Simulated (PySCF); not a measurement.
# H2LuO2 (Lu(OH)2+): the cost of one run

Method: PBE0, Lu def2-SVP with ECP28, O def2-SVP, H def2-SVP; scalar-relativistic core potentials, no spin–orbit coupling; program: PySCF 2.14.0.

1 further run of the same task is left out (for a known fault of the program).

### 1 The starting structure

5 atoms, charge 1, spin multiplicity 1.

Bond lengths: Lu1–O2 1.890 Å, Lu1–O4 1.890 Å, O2–H3 0.962 Å, O4–H5 0.962 Å. Angles: O2–Lu1–O4 114.7°, Lu1–O2–H3 164.6°, Lu1–O4–H5 164.6°.

As a file:

```xyz
5

Lu    0.0000    0.0000   -0.5333
O     1.5910   -0.0343    0.4872
H     2.2332   -0.0489    1.2029
O    -1.5910    0.0343    0.4872
H    -2.2332    0.0489    1.2029
```

Formal oxidation states: Lu +3. An earlier session relaxed this geometry at PBE0, Lu def2-SVP with ECP28, O def2-SVP, H def2-SVP (singlet, point group C2v).

Its energy there is -1387.368608 Eh.

### 2 One electron removed, multiplicity 2

run.py (the lines that set the calculation)

```python
mol = gto.M(atom='''
Lu     0.00000     0.00000    -0.53326
O      1.59103    -0.03432     0.48719
H      2.23321    -0.04891     1.20291
O     -1.59103     0.03432     0.48719
H     -2.23321     0.04891     1.20291''',
    basis={'Lu': 'def2-SVP', 'O': 'def2-SVP', 'H': 'def2-SVP'},
    ecp={'Lu': 'def2-SVP'},
    charge=2, spin=1)
mf = dft.UKS(mol, xc='PBE0')
mf.grids.atom_grid = (50, 194)  # f atoms: unpruned, at least (60, 302)
mf = mf.density_fit()  # fitting sets: Lu def2-universal-JKFIT, O def2-universal-JKFIT, H def2-universal-JKFIT
mf.conv_tol = 1e-08; mf.max_cycle = 55
mf.kernel(dm0)  # dm0: the density of the relaxed state
```

The run is started by

```bash
> OMP_NUM_THREADS=2 python run.py
```

**Question.** How long does this run take on 2 threads of Intel Xeon at 2.50GHz (Skylake/Cascade Lake), shared host?

About 24 s.
